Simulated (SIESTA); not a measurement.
# BiTe (Tsumoite) under changes of volume

One of the cells (33.887 Å³/atom); the others are scaled copies at fixed shape and fractional positions:

```
Bi Te
1.0
     4.42300    0.00000    0.00000
    -2.21150    3.83043    0.00000
     0.00000    0.00000   24.00200
Bi Te
6 6
Cartesian
  0.0000 2.5536 13.0211
  2.2115 1.2768 10.9809
  2.2115 1.2768 17.0222
  0.0000 2.5536 6.9798
  0.0000 0.0000 21.0210
  0.0000 0.0000 2.9810
  0.0000 0.0000 15.1525
  0.0000 0.0000 8.8495
  0.0000 2.5536 18.8440
  2.2115 1.2768 5.1580
  2.2115 1.2768 22.6771
  0.0000 2.5536 1.3249
```

```yaml
Program: SIESTA 5.4.2
Functional: LDA
Potentials_or_basis: PseudoDojo 0.4 standard (LDA files)
Basis: DZP (energy shift 0.003 Ry; two zetas on semicore shells)
Grid_cutoff: 500 Ry
Energy_shift: 0.003 Ry
k_mesh: 5 × 5 × 2
Occupations: fermi-dirac, width 0.05 eV
Spin: no spin polarisation
```

```csv
volume (Å³/atom),energy over the lowest point (meV/atom),pressure (GPa),largest force (eV/Å)
31.854,9.09,2.4,1.442
32.531,1.91,1.1,1.441
33.209,0.00,-0.1,1.438
33.887,2.80,-1.2,1.434
34.565,?,?,?
35.242,20.55,-2.9,1.420
35.920,34.62,-3.7,1.411
```

Problem. What does the run at 34.565 Å³/atom give?

Solution. Energy over the lowest point 9.80 meV/atom; pressure -2.1 GPa; largest force 1.427 eV/Å.

Worked out: A Birch-Murnaghan fit of order 3 (a polynomial in V^(-2/3)) to the other rows has its minimum at 33.13 Å³/atom with B0 = V·E''(V) = 55 GPa and B' = 4.7 at fixed shape and positions, which overstates the stiffness. It gives 9.81 meV/atom at 34.565 Å³/atom, against the run's 9.80, and -dE/dV = -2.1 GPa, against -2.1.

Energies are extrapolated to zero smearing.

Caveats: the basis of atomic orbitals isn't converged, which shifts pressures, moduli and gaps; forces of over 1 eV/Å show positions far from the minimum, so gaps and moduli don't describe the material at rest.
